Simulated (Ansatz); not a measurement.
# Na2Au: the cost of one run

Computed with Ansatz 0.2.0 through its Python package. The levels of theory stand in the script.

### 1 The structure

It takes space group I4/mcm (No. 140, tetragonal). Conventional cell: a = 7.417 Å, b = 7.417 Å, c = 5.522 Å, α = 90.00°, β = 90.00°, γ = 90.00°. Around Na (site symmetry m2m) lie 4 Au at 3.12 Å and 3 Na at 3.31 to 3.37 Å. Around Au (site symmetry 422) lie 2 Au at 2.76 Å and 8 Na at 3.12 Å.

No structure file is read: the coordinates are typed or built in the script.

### 2 The script

na2au.py

```python
# -*- coding: utf-8 -*-
"""How the lattice of Na2Au depends on the functional."""

import ansatz
import numpy as np

def edges_and_angles(cell):
    cell = np.asarray(cell)
    a, b, c = np.linalg.norm(cell, axis=1)
    cosines = cell[1] @ cell[2] / (b * c), cell[0] @ cell[2] / (a * c), cell[0] @ cell[1] / (a * b)
    return (a, b, c, *np.degrees(np.arccos(cosines)))

system = (
    ansatz.Lattice.of([-3.7085, 3.7085, 2.761], [3.7085, -3.7085, 2.761], [3.7085, 3.7085, -2.761])
    .atom("Na", [0.658, 0.158, 0.816])
    .atom("Na", [0.158, 0.342, 0.5])
    .atom("Na", [0.342, 0.842, 0.184])
    .atom("Na", [0.842, 0.658, 0.5])
    .atom("Au", [0.25, 0.25, 0.0])
    .atom("Au", [0.75, 0.75, 0.0])
)

calculation = system.calculation()
calculation = calculation.kpoints(6)
calculation = calculation.basis(510)
calculation = calculation.occupations("fermi_dirac", width=0.15)
calculation = calculation.relax(cell=True)

levels = [("pbesol", "none"), ("lda", "none"), ("blyp", "d3bj")]
print("level            a       b       c    alpha   beta  gamma  V/atom  steps")
for name, dispersion in levels:
    seen = []
    run = calculation.functional(name, dispersion=dispersion).session().plan()
    res = run.execute(on_event=lambda e: seen.append(e) if e["event"] == "relax_step" else None)
    cell = res.lattice.cell_ang
    label = name if dispersion == "none" else f"{name}+{dispersion}"
    print("{:13s} {:7.4f} {:7.4f} {:7.4f} {:6.2f} {:6.2f} {:6.2f}".format(label, *edges_and_angles(cell)), f"{abs(np.linalg.det(cell)) / len(res.lattice.sites):7.3f} {len(seen):5d}")
```

### 3 What the engine is handed

The package turns the script's settings into the engine's input (first run):

```yaml
crystal:
  lattice:
    - [-3.7085, 3.7085, 2.761]
    - [3.7085, -3.7085, 2.761]
    - [3.7085, 3.7085, -2.761]
  atoms:
    - { symbol: Na, position: [0.658, 0.158, 0.816] }
    - { symbol: Na, position: [0.158, 0.342, 0.5] }
    - { symbol: Na, position: [0.342, 0.842, 0.184] }
    - { symbol: Na, position: [0.842, 0.658, 0.5] }
    - { symbol: Au, position: [0.25, 0.25, 0.0] }
    - { symbol: Au, position: [0.75, 0.75, 0.0] }
basis:
  ecutwfc: 510.0
kpoints:
  mp_grid:
    grid: [6, 6, 6]
hamiltonian:
  xc: pbesol
  dispersion: none
scf:
  occupations:
    method: fermi_dirac
    width: 0.15
relax:
  cell: {}
```

### 4 Launch

Command:

```console
python na2au.py
```

Q: Estimate wall time and peak memory on 1 thread of Arm Neoverse V2, shared host.

About 2.7 min, with a peak of 0.62 GiB.
